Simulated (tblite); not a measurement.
# C5H15BSi3: the cost of one run

Computed with tblite 0.8.0 and PySCF 2.14.0, with density-fitted response routines of our own, on a single molecule in the gas phase. Atoms count from 0, in the outputs and in this text.

## Step 1: The molecule as given

24 atoms, charge 0, multiplicity 1; geometry from: force field or distance geometry start.

Bonds of the start (Å): C0–B1 1.60, B1–C2 1.61, B1–C3 1.59, C3–C4 1.31, C4–Si5 1.80, Si5–C6 1.85, C6–Si7 1.89, C6–Si8 1.88, C6–C3 1.44, C0–H9 1.12, C0–H10 1.12, C0–H11 1.10, C2–H12 1.10, C2–H13 1.11, C2–H14 1.11, C4–H15 1.12, Si5–H16 1.47, Si5–H17 1.46, Si7–H18 1.46, Si7–H19 1.47, Si7–H20 1.46, Si8–H21 1.47, Si8–H22 1.46, Si8–H23 1.49.

## Step 2: Optimising the geometry with GFN2-xTB

Job settings and geometry (Å):

```
{"job": {"kind": "relax", "xc": "GFN2-xTB", "basis": "xTB"}, "charge": 0, "multiplicity": 1}
C      1.590400     1.572000    -0.901400
B      1.444300    -0.020800    -0.906000
C      2.808700    -0.797400    -0.556600
C      0.126400    -0.676700    -0.315000
C     -0.283200    -1.919300    -0.199700
Si    -1.886300    -1.722200     0.583800
C     -1.042400    -0.104900     0.305500
Si    -2.079700     0.945000    -0.878200
Si    -0.784100     0.728000     1.965400
H      1.692600     1.858800     0.179700
H      0.686600     2.056300    -1.348900
H      2.453300     1.872000    -1.514200
H      3.662300    -0.123600    -0.703500
H      2.854600    -1.724900    -1.162700
H      2.815900    -1.103200     0.508300
H      0.249800    -2.852300    -0.530600
H     -1.980700    -2.050600     2.011300
H     -3.079700    -1.984100    -0.211500
H     -1.664200     2.341800    -0.884000
H     -1.839500     0.346700    -2.199500
H     -3.472700     0.739800    -0.504500
H      0.323200     0.043100     2.644500
H     -0.598100     2.176700     1.872800
H     -2.009100     0.419900     2.752500
```

On the command line:

```bash
$ OMP_NUM_THREADS=1 python probes_run.py task.json out
```

The driver reads the jobs from task.json and runs them one after another.

Q: Estimate the wall time of this first job on 1 thread of Arm Neoverse V2, shared host.

About 2.4 s.
